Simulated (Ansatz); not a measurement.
**BF₂H₅Si₂: one species, many methods**

One table from this session's results is given with a row withheld; the runs are named, their logs left out.

Computed with Ansatz 0.2.0, Gaussian basis. Level: functionals in def2-TZVPP, the program's frozen cores in correlated methods.

Levels to be run: LDA (SPW92), PBE-D4, revPBE-D4, BLYP-D4, r2SCAN-D4, B97M-V, PBE0-D4, B3LYP-D4, r2SCANh-D4, r2SCAN0-D4, HSE06-D4, BHLYP-D4, CAM-B3LYP-D4, LC-ωPBE, ωB97X-V, ωB97M-V, B2PLYP, PBE-QIDH; CCSD(T)/def2-SVP; CCSD(T)/def2-TZVPP; MP2/def2-QZVPP; extrapolation to the limit; RPA on PBE.

## Structure used throughout

The geometry comes from an earlier relaxation with PBE0-D4 in a triple-zeta def2 set; it is a stationary point, not always the lowest conformer.

SMILES `B[Si](F)(F)[SiH3]`, 10 atoms, charge 0, spin multiplicity 1.

Atoms are counted from 1 here; the program's logs count them from 0.

Bond lengths: B1–Si2 2.008 Å, B1–H6 1.195 Å, B1–H7 1.194 Å, Si2–F3 1.601 Å, Si2–F4 1.601 Å, Si2–Si5 2.360 Å, Si5–H8 1.488 Å, Si5–H9 1.487 Å, Si5–H10 1.487 Å. Angles: Si2–B1–H6 120.7°, Si2–B1–H7 120.8°, H6–B1–H7 118.2°, B1–Si2–F3 111.4°, B1–Si2–F4 111.4°, B1–Si2–Si5 112.2°, F3–Si2–F4 105.4°, F3–Si2–Si5 108.0°, F4–Si2–Si5 108.1°, Si2–Si5–H8 109.6°, Si2–Si5–H9 109.8°, Si2–Si5–H10 109.7°, H8–Si5–H9 109.5°, H8–Si5–H10 108.7°, H9–Si5–H10 109.5°.

Set-up of the first run:

The input, in.yaml:

```yaml
crystal:
  periodic: [false, false, false]
  atoms:
    - {symbol: B, position_ang: [-0.791687, 1.034164, -1.523692]}
    - {symbol: Si, position_ang: [-0.346988, -0.642260, -0.511803]}
    - {symbol: F, position_ang: [-1.668474, -1.455984, -0.119866]}
    - {symbol: F, position_ang: [0.522204, -1.648620, -1.402807]}
    - {symbol: Si, position_ang: [0.852254, -0.196814, 1.471422]}
    - {symbol: H, position_ang: [-0.013725, 1.503407, -2.299218]}
    - {symbol: H, position_ang: [-1.790345, 1.644886, -1.286003]}
    - {symbol: H, position_ang: [0.060659, 0.714861, 2.340353]}
    - {symbol: H, position_ang: [1.116160, -1.467694, 2.196449]}
    - {symbol: H, position_ang: [2.142945, 0.463053, 1.138167]}
basis:
  gaussian: {orbitals: def2-TZVPP}
hamiltonian: {xc: lda}
output: {orbitals: {seedname: orbitals}}
```

Steps of the session up to this table: LDA; PBE-D4 (GGA); revPBE-D4 (GGA); BLYP-D4 (GGA); r2SCAN-D4 (meta-GGA); B97M-V (meta-GGA); PBE0-D4 (hybrid); B3LYP-D4 (hybrid); r2SCANh-D4 (hybrid); r2SCAN0-D4 (hybrid); HSE06-D4 (hybrid); BHLYP-D4 (hybrid); CAM-B3LYP-D4 (range-separated); LC-ωPBE (range-separated); ωB97X-V (range-separated); ωB97M-V (range-separated); B2PLYP (double hybrid); PBE-QIDH (double hybrid).

One of the session's tables, all rows but one given; the rest of the session is left out.

It belongs to the step «Frontier levels by functional». 

| functional | HOMO (eV) | LUMO (eV) | gap (eV) |
| --- | --- | --- | --- |
| LDA (SPW92) | -6.84 | -4.35 | 2.49 |
| PBE-D4 | -6.73 | -4.06 | 2.67 |
| revPBE-D4 | -6.68 | -3.93 | 2.75 |
| BLYP-D4 | -6.62 | -3.87 | 2.74 |
| r2SCAN-D4 | -6.98 | -3.75 | 3.23 |
| B97M-V | -7.08 | -3.90 | 3.18 |
| PBE0-D4 | ? | ? | ? |
| B3LYP-D4 | -7.73 | -3.28 | 4.45 |
| r2SCANh-D4 | -7.42 | -3.42 | 4.00 |
| r2SCAN0-D4 | -8.07 | -2.92 | 5.15 |
| HSE06-D4 | -7.52 | -3.47 | 4.05 |
| BHLYP-D4 | -9.02 | -2.04 | 6.98 |
| CAM-B3LYP-D4 | -9.21 | -1.97 | 7.25 |
| LC-ωPBE | -10.48 | -0.77 | 9.72 |
| ωB97X-V | -10.16 | -0.88 | 9.29 |
| ωB97M-V | -9.93 | -1.14 | 8.79 |

Estimate the missing values for PBE0-D4.

The run gave: HOMO (eV): -7.91; LUMO (eV): -3.09; gap (eV): 4.82. In the column «HOMO (eV)» it lies between r2SCAN0-D4 (-8.07) and B3LYP-D4 (-7.73).
